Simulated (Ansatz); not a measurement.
**AlBr₂Cl: how energies converge with the basis set**

An exercise on one series of results from a longer session: the logs are not shown, and one member is left open.

Computed with Ansatz 0.2.0, Gaussian basis. Level: one geometry, several basis sets.

Levels to be run: PBE0-D4/def2-SVP; ωB97M-V/def2-SVP; PBE0-D4/def2-QZVPP; ωB97M-V/def2-QZVPP; the functionals' def2-TZVPP values are taken from earlier runs.

## The relaxed structure

All runs share one geometry, relaxed beforehand with PBE0-D4 in a triple-zeta def2 set.

SMILES `[Cl][Al]([Br])[Br]`, 4 atoms, charge 0, spin multiplicity 1.

Atoms are counted from 1 here; the program's logs count them from 0.

Bond lengths: Cl1–Al2 2.072 Å, Al2–Br3 2.227 Å, Al2–Br4 2.227 Å. Angles: Cl1–Al2–Br3 119.8°, Cl1–Al2–Br4 119.8°, Br3–Al2–Br4 120.4°.

Set-up of the first run:

in.yaml reads:

```yaml
crystal:
  periodic: [false, false, false]
  atoms:
    - {symbol: Cl, position_ang: [-0.050313, 0.489434, 2.040143]}
    - {symbol: Al, position_ang: [0.012606, -0.006698, 0.029445]}
    - {symbol: Br, position_ang: [1.155827, -1.799259, -0.633216]}
    - {symbol: Br, position_ang: [-1.062620, 1.256223, -1.456571]}
basis:
  gaussian: {orbitals: def2-SVP}
hamiltonian: {xc: pbe0, dispersion: d4}
output: {orbitals: {seedname: orbitals}}
```

The run is started by

```console
ansatz run in.yaml --threads 2 --pin off --events-out ev --progress --plain --max-ram 32768MiB --backend cpu
```

Steps of the session up to this table: PBE0-D4 in def2-SVP; ωB97M-V in def2-SVP; PBE0-D4 in def2-QZVPP; ωB97M-V in def2-QZVPP.

One table of the session follows, with a row left open; its other results are not shown here.

It belongs to the step «Density functionals: the series». 

| functional | basis | HOMO (eV) | LUMO (eV) |
| --- | --- | --- | --- |
| PBE0-D4 | def2-SVP | -8.69 | -1.30 |
| PBE0-D4 | def2-TZVPP | -8.78 | -1.46 |
| PBE0-D4 | def2-QZVPP | -8.79 | -1.54 |
| ωB97M-V | def2-SVP | -10.84 | 0.50 |
| ωB97M-V | def2-TZVPP | -10.97 | 0.29 |
| ωB97M-V | def2-QZVPP | ? | ? |

Q: Estimate the row for ωB97M-V, def2-QZVPP from the others.

The run gave: HOMO (eV): -10.99; LUMO (eV): 0.08. In the column «HOMO (eV)» it is the lowest.
